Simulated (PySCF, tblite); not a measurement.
# C5H10BrFGe: geometry, infrared bands and NMR shifts

Aim: predict the infrared bands and NMR shifts of C5H10BrFGe (`C[C@@H]1[GeH2][CH2][C@@H](F)[C@@H]1Br`).

Computed with tblite 0.8.0 and PySCF 2.14.0, with density-fitted response routines of our own, on a single molecule in the gas phase. Atoms are numbered from 0 throughout.

## Step 1: The molecule as given

18 atoms, charge 0, multiplicity 1; geometry from: force field or distance geometry start.

Bonds of the start (Å): C0–C1 1.52, C1–Ge2 1.95, Ge2–C3 1.96, C3–C4 1.51, C4–F5 1.40, C4–C6 1.48, C6–Br7 1.95, C6–C1 1.51, C0–H8 1.11, C0–H9 1.11, C0–H10 1.11, C1–H11 1.09, Ge2–H12 1.53, Ge2–H13 1.53, C3–H14 1.11, C3–H15 1.11, C4–H16 1.12, C6–H17 1.13.

## Step 2: Relaxing the molecule with GFN2-xTB

The job: settings as JSON, then the geometry in Å.

```
{"job": {"kind": "relax", "xc": "GFN2-xTB", "basis": "xTB"}, "charge": 0, "multiplicity": 1}
C      2.173200     0.182400    -0.548200
C      0.699500    -0.136600    -0.720500
Ge    -0.405400     1.425100    -0.334800
C     -1.899800     0.320800     0.274000
C     -1.271600    -1.033800     0.464300
F     -1.806100    -2.004300    -0.389200
C      0.207200    -0.957300     0.447100
Br     0.809700    -0.150900     2.115600
H      2.810000    -0.605200    -1.011400
H      2.368700     0.225600     0.544100
H      2.404500     1.167200    -1.000000
H      0.449300    -0.579700    -1.689300
H     -0.752100     2.237300    -1.579700
H      0.164200     2.250700     0.822900
H     -2.359400     0.728900     1.203500
H     -2.681300     0.291800    -0.508500
H     -1.568900    -1.363200     1.488800
H      0.649800    -1.992600     0.409800
```

Command:

```bash
> OMP_NUM_THREADS=1 python probes_run.py task.json out
```

This one command runs all jobs of the session in turn.

**Question.** This job is followed by: GFN2-xTB harmonic vibrations, gas phase; GIAO PBE0/pcSseg-1 NMR shielding, non-relativistic, gas phase. What will the session give for the following? strongest single infrared mode (GFN2-xTB); zero-point energy (GFN2-xTB); ¹³C shifts against TMS (PBE0/pcSseg-1); ¹H shifts against TMS (PBE0/pcSseg-1, means over atoms taken as alike); ⁷³Ge shifts against GeMe4 (PBE0/pcSseg-1); ¹⁹F shifts against CFCl3 (PBE0/pcSseg-1); ⁷⁹Br shifts against HBr (PBE0/pcSseg-1).

The runs gave:

```
                                                              quantity                                               value
                             strongest single infrared mode (GFN2-xTB)                               2045 cm⁻¹, 481 km/mol
                                          zero-point energy (GFN2-xTB)                                       84.1 kcal/mol
                                ¹³C shifts against TMS (PBE0/pcSseg-1)                   100.8, 75.6, 29.3, 18.6, 17.2 ppm
¹H shifts against TMS (PBE0/pcSseg-1, means over atoms taken as alike)  5.57, 4.41, 4.20, 4.14, 2.27, 1.97, 1.63, 1.50 ppm
                             ⁷³Ge shifts against GeMe4 (PBE0/pcSseg-1)                                            -126 ppm
                              ¹⁹F shifts against CFCl3 (PBE0/pcSseg-1)                                          -184.0 ppm
                               ⁷⁹Br shifts against HBr (PBE0/pcSseg-1)                                             306 ppm
```

What this shows: Over 92 steps the energy fell by 0.780 eV; of the close pairs, C1–Ge2 changed most, 1.952 to 1.996 Å. No mode is imaginary among the 48: a minimum at this level. The strongest single mode, at 2045 cm⁻¹, moves mainly H13 and H12. Unscaled tight-binding wavenumbers are off by several per cent, some by more. Its intensities can rank the bands wrongly. C6 stands next to heavy halogen, whose spin-orbit shielding this run leaves out, so the computed shift lies too far downfield, most of all for carbon beside Br or I. The most deshielded carbon is C4 (sp3 CH bonded to F), at 100.8 ppm: pulled downfield by the heteroatom. The most deshielded hydrogen is H16 (hydrogen on an sp3 CH bonded to F), at 5.57 ppm: its carbon carries F, an electronegative neighbour. At PBE0/pcSseg-1: The largest span, 956 ppm, is at Br7, where the paramagnetic term is -808 ppm. Spin-orbit coupling is left out, which matters for shieldings and couplings at and beside the heavy atoms.
